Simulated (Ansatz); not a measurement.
# Si23H4O48 defect cell: single point

Aim: for Si23H4O48 defect cell, 8 runs in a chain (single point).

Computed with Ansatz 0.2.0 (DFT r2SCAN, scalar-relativistic, plane waves, PAW, unless a step's input says otherwise).

## 1. The system as given

Symmetry: P1, No. 1, triclinic system. The conventional cell has a = 9.832 Å, b = 9.832 Å, c = 10.818 Å, α = 90.00°, β = 90.00°, γ = 120.00°. Si (site symmetry 1) has 4 O at 1.62 to 1.63 Å as nearest neighbours. Around O (site symmetry 1) lie 2 Si at 1.63 Å. O (site symmetry 1) is surrounded by 2 Si at 1.62 to 1.63 Å. Only part of the 75 independent sites is listed.

Coordinates:

```
Si O H
1.0
     9.83160    0.00000    0.00000
    -4.91580    8.51441    0.00000
     0.00000    0.00000   10.81820
Si O H
23 48 4
Direct
  0.26684 0.00098 0.16347
  0.00285 0.27037 0.33570
  0.23061 0.23541 0.00010
  0.26535 0.99775 0.66365
  0.99321 0.26636 0.83503
  0.23231 0.22851 0.50175
  0.26828 0.50274 0.16721
  0.99978 0.76761 0.33315
  0.23386 0.73303 0.99665
  0.99892 0.76669 0.83271
  0.23443 0.73561 0.49762
  0.76924 0.00430 0.16724
  0.49845 0.26709 0.33264
  0.72664 0.23202 0.00030
  0.76572 0.00123 0.66690
  0.49457 0.26577 0.83203
  0.73277 0.23381 0.49924
  0.76517 0.50083 0.16730
  0.50119 0.77037 0.33205
  0.73508 0.73690 0.00121
  0.76319 0.49956 0.66634
  0.50465 0.76921 0.83163
  0.73275 0.73549 0.49969
  0.06877 0.20662 0.44624
  0.29612 0.36583 0.10991
  0.14021 0.43474 0.27866
  0.20246 0.06990 0.05539
  0.36238 0.29444 0.39136
  0.43070 0.13842 0.22135
  0.06543 0.20987 0.94571
  0.30388 0.35177 0.61665
  0.13567 0.42902 0.77808
  0.19971 0.05743 0.54993
  0.35846 0.29582 0.88797
  0.42848 0.13645 0.72173
  0.06790 0.70632 0.44383
  0.29912 0.86841 0.10315
  0.13683 0.93004 0.27352
  0.20408 0.56985 0.05801
  0.36398 0.79940 0.38658
  0.43429 0.64068 0.22152
  0.06775 0.70498 0.94236
  0.29936 0.86433 0.60902
  0.13503 0.93004 0.77389
  0.20585 0.56995 0.55544
  0.35939 0.78706 0.88338
  0.45745 0.64843 0.71430
  0.56833 0.20467 0.44119
  0.79072 0.36288 0.10970
  0.63447 0.43318 0.27686
  0.70322 0.06912 0.05732
  0.86583 0.29920 0.39139
  0.93374 0.14158 0.22412
  0.56175 0.20462 0.94369
  0.79140 0.36227 0.61097
  0.63035 0.43231 0.77517
  0.70537 0.06909 0.55548
  0.85400 0.29271 0.88822
  0.93076 0.13663 0.72449
  0.56846 0.70787 0.44230
  0.79902 0.86851 0.11014
  0.63944 0.93563 0.27729
  0.70548 0.57144 0.05743
  0.86379 0.79712 0.38999
  0.93059 0.63562 0.22438
  0.56975 0.70901 0.94538
  0.79447 0.86456 0.61073
  0.63681 0.93933 0.77827
  0.70413 0.56993 0.55610
  0.86338 0.79661 0.88968
  0.92852 0.63351 0.72462
  0.45332 0.56771 0.72315
  0.22975 0.35611 0.67555
  0.30280 0.58497 0.59564
  0.11633 0.47967 0.70696
```

The structure rests on an entry of the Crystallography Open Database; cell or positions may have been set otherwise for this series.

## 2. Single point: Si23H4O48 defect cell, no spin

Input file input.yaml:

```yaml
crystal:
  lattice:
    - [9.8316, 0.0, 0.0]
    - [-4.9158, 8.514415, 0.0]
    - [0.0, 0.0, 10.8182]
  atoms:
    - { symbol: Si, position: [0.266843, 0.00097674, 0.16347] }
    - { symbol: Si, position: [0.0028516, 0.270368, 0.335705] }
    - { symbol: Si, position: [0.230605, 0.235408, 0.00010073] }
    - { symbol: O, position: [0.068765, 0.206621, 0.44624] }
    - { symbol: O, position: [0.296124, 0.365827, 0.109908] }
    - { symbol: O, position: [0.140206, 0.434745, 0.278663] }
    - { symbol: O, position: [0.20246, 0.069896, 0.055395] }
    - { symbol: O, position: [0.362378, 0.294436, 0.391361] }
    - { symbol: O, position: [0.430699, 0.138418, 0.221353] }
    - { symbol: Si, position: [0.265348, 0.9977494, 0.66365] }
    - { symbol: Si, position: [0.9932126, 0.266356, 0.83503] }
    - { symbol: Si, position: [0.232311, 0.228511, 0.501752] }
    - { symbol: O, position: [0.065432, 0.209873, 0.945715] }
    - { symbol: O, position: [0.303882, 0.351771, 0.616648] }
    - { symbol: O, position: [0.13567, 0.429017, 0.77808] }
    - { symbol: O, position: [0.199712, 0.057432, 0.54993] }
    - { symbol: O, position: [0.358455, 0.295822, 0.887965] }
    - { symbol: O, position: [0.428484, 0.136452, 0.721728] }
    - { symbol: Si, position: [0.268282, 0.502739, 0.167211] }
    - { symbol: Si, position: [0.99978038, 0.767614, 0.333148] }
    - { symbol: Si, position: [0.233864, 0.733029, 0.9966533] }
    - { symbol: O, position: [0.067901, 0.706322, 0.443832] }
    - { symbol: O, position: [0.299116, 0.868409, 0.10315] }
    - { symbol: O, position: [0.136833, 0.930038, 0.273522] }
    - { symbol: O, position: [0.204078, 0.569852, 0.058014] }
    - { symbol: O, position: [0.363978, 0.799398, 0.38658] }
    - { symbol: O, position: [0.434295, 0.640684, 0.221519] }
    - { symbol: Si, position: [0.9989205, 0.766693, 0.832714] }
    - { symbol: Si, position: [0.234429, 0.735614, 0.497622] }
    - { symbol: O, position: [0.067746, 0.704981, 0.942361] }
    - { symbol: O, position: [0.299362, 0.864331, 0.609024] }
    - { symbol: O, position: [0.135035, 0.930038, 0.773895] }
    - { symbol: O, position: [0.205853, 0.56995, 0.555435] }
    - { symbol: O, position: [0.359388, 0.787059, 0.883378] }
    - { symbol: O, position: [0.457452, 0.648434, 0.714304] }
    - { symbol: Si, position: [0.769241, 0.0042952, 0.167239] }
    - { symbol: Si, position: [0.498452, 0.267089, 0.332638] }
    - { symbol: Si, position: [0.726642, 0.232024, 0.0002954] }
    - { symbol: O, position: [0.568334, 0.204666, 0.441189] }
    - { symbol: O, position: [0.790721, 0.362883, 0.109704] }
    - { symbol: O, position: [0.634473, 0.433181, 0.276856] }
    - { symbol: O, position: [0.70322, 0.069122, 0.057317] }
    - { symbol: O, position: [0.865829, 0.299199, 0.391395] }
    - { symbol: O, position: [0.933744, 0.141576, 0.22412] }
    - { symbol: Si, position: [0.765718, 0.0012322, 0.6669] }
    - { symbol: Si, position: [0.494575, 0.265766, 0.832027] }
    - { symbol: Si, position: [0.732773, 0.233808, 0.499237] }
    - { symbol: O, position: [0.561748, 0.204616, 0.943686] }
    - { symbol: O, position: [0.791402, 0.362269, 0.610967] }
    - { symbol: O, position: [0.630351, 0.432309, 0.775171] }
    - { symbol: O, position: [0.705366, 0.069091, 0.555479] }
    - { symbol: O, position: [0.853998, 0.29271, 0.888217] }
    - { symbol: O, position: [0.930764, 0.136627, 0.724491] }
    - { symbol: Si, position: [0.765174, 0.500834, 0.167298] }
    - { symbol: Si, position: [0.501188, 0.770367, 0.332053] }
    - { symbol: Si, position: [0.735083, 0.736902, 0.0012113] }
    - { symbol: O, position: [0.568465, 0.707867, 0.442299] }
    - { symbol: O, position: [0.79902, 0.868506, 0.110139] }
    - { symbol: O, position: [0.639442, 0.93563, 0.277285] }
    - { symbol: O, position: [0.70548, 0.571443, 0.057434] }
    - { symbol: O, position: [0.863787, 0.797116, 0.389989] }
    - { symbol: O, position: [0.930587, 0.635619, 0.22438] }
    - { symbol: Si, position: [0.763194, 0.499559, 0.666338] }
    - { symbol: Si, position: [0.504648, 0.76921, 0.831628] }
    - { symbol: Si, position: [0.732749, 0.735492, 0.499688] }
    - { symbol: O, position: [0.569754, 0.709008, 0.945383] }
    - { symbol: O, position: [0.794469, 0.864558, 0.610728] }
    - { symbol: O, position: [0.636808, 0.939326, 0.778268] }
    - { symbol: O, position: [0.704132, 0.569933, 0.556105] }
    - { symbol: O, position: [0.863381, 0.79661, 0.889681] }
    - { symbol: O, position: [0.928516, 0.633508, 0.724622] }
    - { symbol: H, position: [0.45332006, 0.56771318, 0.72315324] }
    - { symbol: H, position: [0.229745, 0.356111, 0.675554] }
    - { symbol: H, position: [0.302798, 0.584967, 0.595636] }
    - { symbol: H, position: [0.116332, 0.479666, 0.706956] }
scf:
  occupations: { method: gaussian, width: 0.02 }
output:
  stress: false
  eigenvalues: true
kpoints:
  mp_grid: { grid: [1, 1, 1] }
hamiltonian:
  xc: r2scan
```

Command:

```
ansatz run input.yaml --threads 4 --pin off --max-ram 16384MiB --backend cpu --events-out ev --progress --plain --runs-dir out
```

The program printed, cut to the lines that bear on the results:

```text
Warning: RAYON_NUM_THREADS=4 ignored (pool sized by the plan → 4); use --threads N
[...]
Pseudopotentials: kind: paw
Pseudopotential: Si, paw, valence charge 4, recommended cutoff 500 eV (meta_gga), Si.paw.azcp
Pseudopotential: O, paw, valence charge 6, recommended cutoff 500 eV (meta_gga), O.paw.azcp
Pseudopotential: H, paw, valence charge 1, recommended cutoff 500 eV (meta_gga), H.paw.azcp
Functional definition: r2SCAN
[...]
Crystal: 75 atoms, lattice volume = 905.595 Å³
Basis set: ecut = 500 eV, 22965 PW (Γ), exchange–correlation on 288×288×320 points (64 copies of the dense FFT grid, shifted against one another)
Bands: 267, of which v1, the nominal top of the filled ones, is band 192 counted from 1 (191 counted from 0)
Symmetry: 1 space group operations
Space group: P1 (ITA 1), of the structure as read, at distance tolerance 9.7e-5 Å
k-points: 1
[...]
SCF iter   1: F=—  HF=-42139.993539 eV  |F-HF|=—  |Δ(HF+E_count)|=         —  Δρ=7.31e-3  dr2=5.05e-1  dr2_τ=6.22e0  ethr=1.77e-3  ⟨swp⟩=7.0  Hψ=1200  notcnv=0  defer=35
[...]
SCF iter   8: F=-42141.707105 eV  HF=-42141.707105 eV  |F-HF|=2.91e-8  |Δ(HF+E_count)|=   2.97e-7  Δρ=3.36e-6  dr2=6.63e-8  dr2_τ=9.62e-9  ethr=2.60e-11  ⟨swp⟩=11.0  Hψ=1014  notcnv=0
[...]
SCF converged after 8 iterations
Free energy (F): -42141.707105 eV
[...]
E sigma→0 (E₀):  -42141.707105 eV
Fermi energy:    5.270041 eV
[...]
--- Band table (eV) ---
[...]
```

Wall time 12 s (4 threads of AMD EPYC 7R13 (Zen 3), shared host); peak memory 2.3 GiB.

## 3. Single point

input.yaml: that of step 2 with these lines changed.

```diff
@@ -77,3 +77,3 @@
     - { symbol: O, position: [0.928516, 0.633508, 0.724622] }
-    - { symbol: H, position: [0.45332006, 0.56771318, 0.72315324] }
+    - { symbol: H, position: [0.45300222, 0.56150389, 0.72383395] }
     - { symbol: H, position: [0.229745, 0.356111, 0.675554] }
```

Command:

```
ansatz run input.yaml --threads 4 --pin off --max-ram 16384MiB --backend cpu --events-out ev --progress --plain --runs-dir out
```

The program printed, cut to the lines that bear on the results:

```text
Warning: RAYON_NUM_THREADS=4 ignored (pool sized by the plan → 4); use --threads N
[...]
[... 5 set-up lines as earlier in the session ...]
[...]
Crystal: 75 atoms, lattice volume = 905.595 Å³
Basis set: ecut = 500 eV, 22965 PW (Γ), exchange–correlation on 288×288×320 points (64 copies of the dense FFT grid, shifted against one another)
Bands: 267, of which v1, the nominal top of the filled ones, is band 192 counted from 1 (191 counted from 0)
[... 2 set-up lines as earlier in the session ...]
k-points: 1
[...]
SCF iter   1: F=—  HF=-42140.791727 eV  |F-HF|=—  |Δ(HF+E_count)|=         —  Δρ=7.31e-3  dr2=5.05e-1  dr2_τ=6.16e0  ethr=1.77e-3  ⟨swp⟩=7.0  Hψ=1203  notcnv=0  defer=35
[...]
SCF iter   8: F=-42142.527398 eV  HF=-42142.527398 eV  |F-HF|=4.72e-8  |Δ(HF+E_count)|=   3.04e-7  Δρ=3.91e-6  dr2=9.22e-8  dr2_τ=1.22e-8  ethr=2.60e-11  ⟨swp⟩=10.0  Hψ=1000  notcnv=0
[...]
SCF converged after 8 iterations
Free energy (F): -42142.527398 eV
[...]
E sigma→0 (E₀):  -42142.527398 eV
Fermi energy:    5.266384 eV
[...]
--- Band table (eV) ---
[...]
```

Run time: 13 s. Hardware: 4 threads of AMD EPYC 7R13 (Zen 3), shared host; peak memory 2.3 GiB.

## 4. Single point

input.yaml: that of step 3 with these lines changed.

```diff
@@ -77,3 +77,3 @@
     - { symbol: O, position: [0.928516, 0.633508, 0.724622] }
-    - { symbol: H, position: [0.45300222, 0.56150389, 0.72383395] }
+    - { symbol: H, position: [0.45268437, 0.55529459, 0.72451466] }
     - { symbol: H, position: [0.229745, 0.356111, 0.675554] }
```

Command:

```
ansatz run input.yaml --threads 4 --pin off --max-ram 16384MiB --backend cpu --events-out ev --progress --plain --runs-dir out
```

The program printed, cut to the lines that bear on the results:

```text
Warning: RAYON_NUM_THREADS=4 ignored (pool sized by the plan → 4); use --threads N
[...]
[... 5 set-up lines as earlier in the session ...]
[...]
Crystal: 75 atoms, lattice volume = 905.595 Å³
Basis set: ecut = 500 eV, 22965 PW (Γ), exchange–correlation on 288×288×320 points (64 copies of the dense FFT grid, shifted against one another)
Bands: 267, of which v1, the nominal top of the filled ones, is band 192 counted from 1 (191 counted from 0)
[... 2 set-up lines as earlier in the session ...]
k-points: 1
[...]
SCF iter   1: F=—  HF=-42141.168990 eV  |F-HF|=—  |Δ(HF+E_count)|=         —  Δρ=7.31e-3  dr2=5.03e-1  dr2_τ=6.12e0  ethr=1.77e-3  ⟨swp⟩=6.0  Hψ=1201  notcnv=0  defer=35
[...]
SCF iter   9: F=-42142.926782 eV  HF=-42142.926782 eV  |F-HF|=4.38e-9  |Δ(HF+E_count)|=   1.33e-8  Δρ=1.19e-6  dr2=9.72e-9  dr2_τ=1.54e-9  ethr=2.60e-11  ⟨swp⟩=11.0  Hψ=808  notcnv=0
[...]
SCF converged after 9 iterations
Free energy (F): -42142.926782 eV
[...]
E sigma→0 (E₀):  -42142.926782 eV
Fermi energy:    5.262211 eV
[...]
--- Band table (eV) ---
[...]
```

It took 13 s on 4 threads of AMD EPYC 7R13 (Zen 3), shared host; peak memory 2.3 GiB.

## 5. Single point

input.yaml: that of step 4 with these lines changed.

```diff
@@ -77,3 +77,3 @@
     - { symbol: O, position: [0.928516, 0.633508, 0.724622] }
-    - { symbol: H, position: [0.45268437, 0.55529459, 0.72451466] }
+    - { symbol: H, position: [0.45236653, 0.5490853, 0.72519537] }
     - { symbol: H, position: [0.229745, 0.356111, 0.675554] }
```

Command:

```
ansatz run input.yaml --threads 4 --pin off --max-ram 16384MiB --backend cpu --events-out ev --progress --plain --runs-dir out
```

The program printed, cut to the lines that bear on the results:

```text
Warning: RAYON_NUM_THREADS=4 ignored (pool sized by the plan → 4); use --threads N
[...]
[... 5 set-up lines as earlier in the session ...]
[...]
Crystal: 75 atoms, lattice volume = 905.595 Å³
Basis set: ecut = 500 eV, 22965 PW (Γ), exchange–correlation on 288×288×320 points (64 copies of the dense FFT grid, shifted against one another)
Bands: 267, of which v1, the nominal top of the filled ones, is band 192 counted from 1 (191 counted from 0)
[... 2 set-up lines as earlier in the session ...]
k-points: 1
[...]
SCF iter   1: F=—  HF=-42141.271624 eV  |F-HF|=—  |Δ(HF+E_count)|=         —  Δρ=7.31e-3  dr2=5.03e-1  dr2_τ=6.09e0  ethr=1.77e-3  ⟨swp⟩=6.0  Hψ=1201  notcnv=0  defer=36
[...]
SCF iter   9: F=-42143.046210 eV  HF=-42143.046210 eV  |F-HF|=4.93e-9  |Δ(HF+E_count)|=   1.33e-8  Δρ=1.29e-6  dr2=1.23e-8  dr2_τ=1.37e-9  ethr=2.60e-11  ⟨swp⟩=11.0  Hψ=818  notcnv=0
[...]
SCF converged after 9 iterations
Free energy (F): -42143.046210 eV
[...]
E sigma→0 (E₀):  -42143.046210 eV
Fermi energy:    5.257529 eV
[...]
--- Band table (eV) ---
[...]
```

It took 12 s on 4 threads of AMD EPYC 7R13 (Zen 3), shared host; peak memory 2.3 GiB.

## 6. Single point

input.yaml: that of step 5 with these lines changed.

```diff
@@ -77,3 +77,3 @@
     - { symbol: O, position: [0.928516, 0.633508, 0.724622] }
-    - { symbol: H, position: [0.45236653, 0.5490853, 0.72519537] }
+    - { symbol: H, position: [0.45199572, 0.54184112, 0.72598953] }
     - { symbol: H, position: [0.229745, 0.356111, 0.675554] }
```

Command:

```
ansatz run input.yaml --threads 4 --pin off --max-ram 16384MiB --backend cpu --events-out ev --progress --plain --runs-dir out
```

The program printed, cut to the lines that bear on the results:

```text
[...]
SCF converged after 8 iterations
Free energy (F): -42142.955262 eV
[...]
E sigma→0 (E₀):  -42142.955262 eV
Fermi energy:    5.251685 eV
[...]
--- Band table (eV) ---
[...]
```

Run time: 12 s. Hardware: 4 threads of AMD EPYC 7R13 (Zen 3), shared host; peak memory 2.3 GiB.

## 7. Single point

input.yaml: that of step 6 with these lines changed.

```diff
@@ -77,3 +77,3 @@
     - { symbol: O, position: [0.928516, 0.633508, 0.724622] }
-    - { symbol: H, position: [0.45199572, 0.54184112, 0.72598953] }
+    - { symbol: H, position: [0.45157193, 0.53356206, 0.72689714] }
     - { symbol: H, position: [0.229745, 0.356111, 0.675554] }
```

Command:

```
ansatz run input.yaml --threads 4 --pin off --max-ram 16384MiB --backend cpu --events-out ev --progress --plain --runs-dir out
```

The program printed, cut to the lines that bear on the results:

```text
Warning: RAYON_NUM_THREADS=4 ignored (pool sized by the plan → 4); use --threads N
[...]
[... 5 set-up lines as earlier in the session ...]
[...]
Crystal: 75 atoms, lattice volume = 905.595 Å³
Basis set: ecut = 500 eV, 22965 PW (Γ), exchange–correlation on 288×288×320 points (64 copies of the dense FFT grid, shifted against one another)
Bands: 267, of which v1, the nominal top of the filled ones, is band 192 counted from 1 (191 counted from 0)
[... 2 set-up lines as earlier in the session ...]
k-points: 1
[...]
SCF iter   1: F=—  HF=-42140.868368 eV  |F-HF|=—  |Δ(HF+E_count)|=         —  Δρ=7.32e-3  dr2=5.04e-1  dr2_τ=6.05e0  ethr=1.77e-3  ⟨swp⟩=6.0  Hψ=1201  notcnv=0  defer=36
[...]
SCF iter   9: F=-42142.667024 eV  HF=-42142.667024 eV  |F-HF|=5.07e-9  |Δ(HF+E_count)|=   2.70e-8  Δρ=1.52e-6  dr2=1.86e-8  dr2_τ=9.45e-10  ethr=2.60e-11  ⟨swp⟩=11.0  Hψ=789  notcnv=0
[...]
SCF converged after 9 iterations
Free energy (F): -42142.667024 eV
[...]
E sigma→0 (E₀):  -42142.667024 eV
Fermi energy:    5.245942 eV
[...]
--- Band table (eV) ---
[...]
```

It took 12 s on 4 threads of AMD EPYC 7R13 (Zen 3), shared host; peak memory 2.3 GiB.

## 8. Single point

input.yaml: that of step 7 with these lines changed.

```diff
@@ -77,3 +77,3 @@
     - { symbol: O, position: [0.928516, 0.633508, 0.724622] }
-    - { symbol: H, position: [0.45157193, 0.53356206, 0.72689714] }
+    - { symbol: H, position: [0.45104219, 0.52321324, 0.72803166] }
     - { symbol: H, position: [0.229745, 0.356111, 0.675554] }
```

Command:

```
ansatz run input.yaml --threads 4 --pin off --max-ram 16384MiB --backend cpu --events-out ev --progress --plain --runs-dir out
```

The program printed, cut to the lines that bear on the results:

```text
[...]
SCF converged after 9 iterations
Free energy (F): -42142.167497 eV
[...]
E sigma→0 (E₀):  -42142.167497 eV
Fermi energy:    5.246849 eV
[...]
--- Band table (eV) ---
[...]
```

It took 13 s on 4 threads of AMD EPYC 7R13 (Zen 3), shared host; peak memory 2.3 GiB.

## 9. Single point

input.yaml: that of step 8 with these lines changed.

```diff
@@ -77,3 +77,3 @@
     - { symbol: O, position: [0.928516, 0.633508, 0.724622] }
-    - { symbol: H, position: [0.45104219, 0.52321324, 0.72803166] }
+    - { symbol: H, position: [0.45040651, 0.51079465, 0.72939308] }
     - { symbol: H, position: [0.229745, 0.356111, 0.675554] }
```

Command:

```
ansatz run input.yaml --threads 4 --pin off --max-ram 16384MiB --backend cpu --events-out ev --progress --plain --runs-dir out
```

The program printed, cut to the lines that bear on the results:

```text
[...]
SCF converged after 9 iterations
Free energy (F): -42141.504596 eV
[...]
E sigma→0 (E₀):  -42141.504596 eV
Fermi energy:    5.232714 eV
[...]
--- Band table (eV) ---
[...]
```

Wall time 13 s (4 threads of AMD EPYC 7R13 (Zen 3), shared host); peak memory 2.3 GiB.

## 10. Results

| step | energy above the lowest (eV) | gap on the mesh (eV) | time |
| --- | --- | --- | --- |
| 2 | 1.339 | 6.38 | 12 s |
| 3 | 0.519 | 6.38 | 13 s |
| 4 | 0.119 | 6.38 | 13 s |
| 5 | 0.000 | 6.38 | 12 s |
| 6 | 0.091 | 6.37 | 12 s |
| 7 | 0.379 | 6.34 | 12 s |
| 8 | 0.879 | 6.23 | 13 s |
| 9 | 1.542 | 5.91 | 13 s |

The values hold for the settings typed; their convergence was not tested in this session.

These are semilocal Kohn-Sham gaps, which aren't the measured quantity. Such gaps usually fall short of the measured ones.
